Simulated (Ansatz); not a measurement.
Below is the output of a Python script on the Ansatz DFT code, driven from Python that makes a geometry optimisation of CH9BGeSi, SMILES C[SiH2][BH][GeH3]. Write a script that gives it. Settings: r2SCAN, def2-SVP basis, multiplicity 1.

```yaml
atoms:
  - { symbol: C, position_ang: [-1.1166, 1.4817, -0.3693] }
  - { symbol: Si, position_ang: [-0.2246, 0.8284, 1.0705] }
  - { symbol: B, position_ang: [1.1615, -0.3257, 0.4135] }
  - { symbol: Ge, position_ang: [0.8119, -1.9333, -0.6930] }
  - { symbol: H, position_ang: [-0.4723, 2.0970, -1.0469] }
  - { symbol: H, position_ang: [-1.9708, 2.2096, -0.0132] }
  - { symbol: H, position_ang: [-1.5851, 0.6977, -0.9605] }
  - { symbol: H, position_ang: [-1.0968, 0.0735, 1.9159] }
  - { symbol: H, position_ang: [0.3679, 1.9503, 1.8913] }
  - { symbol: H, position_ang: [2.3232, -0.0826, 0.7072] }
  - { symbol: H, position_ang: [1.4100, -1.8196, -2.0543] }
  - { symbol: H, position_ang: [-0.7799, -2.0153, -0.8573] }
  - { symbol: H, position_ang: [1.1922, -3.1964, 0.0109] }
```

```console
$ python ch9bgesi.py
step   1  E = -66241.245169 eV  largest force component 2.6209 eV/A
step   2  E = -66241.648577 eV  largest force component 0.8673 eV/A
step   3  E = -66241.608661 eV  largest force component 0.9119 eV/A
step   4  E = -66241.706116 eV  largest force component 0.1108 eV/A
step   5  E = -66241.700528 eV  largest force component 0.2039 eV/A
step   6  E = -66241.708571 eV  largest force component 0.0288 eV/A
step   7  E = -66241.709598 eV  largest force component 0.0156 eV/A
step   8  E = -66241.711227 eV  largest force component 0.0408 eV/A
step   9  E = -66241.712798 eV  largest force component 0.1380 eV/A
step  10  E = -66241.713189 eV  largest force component 0.3584 eV/A
step  11  E = -66241.716313 eV  largest force component 0.1900 eV/A
step  12  E = -66241.720446 eV  largest force component 0.0647 eV/A
step  13  E = -66241.723640 eV  largest force component 0.1411 eV/A
step  14  E = -66241.724659 eV  largest force component 0.1459 eV/A
step  15  E = -66241.727000 eV  largest force component 0.1008 eV/A
step  16  E = -66241.726026 eV  largest force component 0.1737 eV/A
step  17  E = -66241.728432 eV  largest force component 0.0515 eV/A
step  18  E = -66241.729143 eV  largest force component 0.0349 eV/A
step  19  E = -66241.729595 eV  largest force component 0.0276 eV/A
step  20  E = -66241.729804 eV  largest force component 0.0158 eV/A
step  21  E = -66241.729857 eV  largest force component 0.0275 eV/A
step  22  E = -66241.729833 eV  largest force component 0.0379 eV/A
step  23  E = -66241.730005 eV  largest force component 0.0093 eV/A
E = -66241.730017 eV = -2434.3386779 Ha
converged: True  doubts: none
pair        before    after (A)
C0-Si1       1.8153   1.8860
C0-H4        1.1193   1.1017
C0-H5        1.1774   1.1011
C0-H6        1.0880   1.1014
Si1-B2       1.9196   2.0093
Si1-H7       1.4301   1.5081
Si1-H8       1.5111   1.4999
B2-Ge3       1.9827   2.0543
B2-H9        1.2227   1.2103
Ge3-H10      1.4912   1.5466
Ge3-H11      1.6024   1.5396
Ge3-H12      1.4952   1.5384
```

The script that was run (others could print the same):

Script `ch9bgesi.py`:
```python
"""Minimum-energy structure of CH9BGeSi."""

import itertools
import warnings

import ansatz as az
from ase import Atoms
from ase.data import atomic_numbers, covalent_radii
import numpy as np

BASIS_SET = "def2-SVP"
XC = "r2scan"

warnings.simplefilter("ignore", az.DeckWarning)

atoms = Atoms(["C", "Si", "B", "Ge", "H", "H", "H", "H", "H", "H", "H", "H", "H"], positions=[
    (-1.1166, 1.4817, -0.3693),
    (-0.2246, 0.8284, 1.0705),
    (1.1615, -0.3257, 0.4135),
    (0.8119, -1.9333, -0.693),
    (-0.4723, 2.097, -1.0469),
    (-1.9708, 2.2096, -0.0132),
    (-1.5851, 0.6977, -0.9605),
    (-1.0968, 0.0735, 1.9159),
    (0.3679, 1.9503, 1.8913),
    (2.3232, -0.0826, 0.7072),
    (1.41, -1.8196, -2.0543),
    (-0.7799, -2.0153, -0.8573),
    (1.1922, -3.1964, 0.0109),
])
molecule = az.Crystal.molecule_from_ase(atoms)

setup = molecule.calculation()
setup = setup.basis(gaussian=BASIS_SET)
setup = setup.functional(XC)
symbols = [site.symbol for site in molecule.cartesian_sites]
start = np.array([site.position_ang for site in molecule.cartesian_sites], dtype=float)
def progress(event):
    if event["event"] == "relax_step":
        row = event["data"]
        print(f"step {row['step']:3d}  E = {row['lagrangian_ev']:.6f} eV  largest force component {row['allowed_force_max_ev_ang']:.4f} eV/A")


report = setup.relax(force_tolerance=0.01, max_steps=100).session().plan().execute(on_event=progress).report
end = np.array(report["positions_ang"])

print(f"E = {report['free_energy_ev']:.6f} eV = {report['free_energy_ev'] / 27.211386246:.7f} Ha")
print("converged:", report["converged"], " doubts:", report["published_state_doubts"] or "none")

# pairs closer than 1.2 times the sum of covalent radii, before or after
radius = [covalent_radii[atomic_numbers[s]] for s in symbols]
span = lambda where, i, j: np.linalg.norm(where[i] - where[j])
bonded = [(i, j) for i, j in itertools.combinations(range(len(symbols)), 2) if min(span(start, i, j), span(end, i, j)) < 1.2 * (radius[i] + radius[j])]
print("pair        before    after (A)")
for i, j in bonded:
    print(f"{symbols[i]}{i}-{symbols[j]}{j}".ljust(10), f"{span(start, i, j):8.4f} {span(end, i, j):8.4f}")
```

Total energies depend on the basis set; only differences at equal settings carry meaning. The end point is the stationary point reached from this start; no frequency run checks that it is a minimum, and the basis set is modest. Wall time of the script: 100 s on 1 thread of Intel(R) Xeon(R) 6975P-C (Granite Rapids), on a shared host, peak memory 0.27 GiB.

(Lines on the test bed's own set-up are left out of the output.)
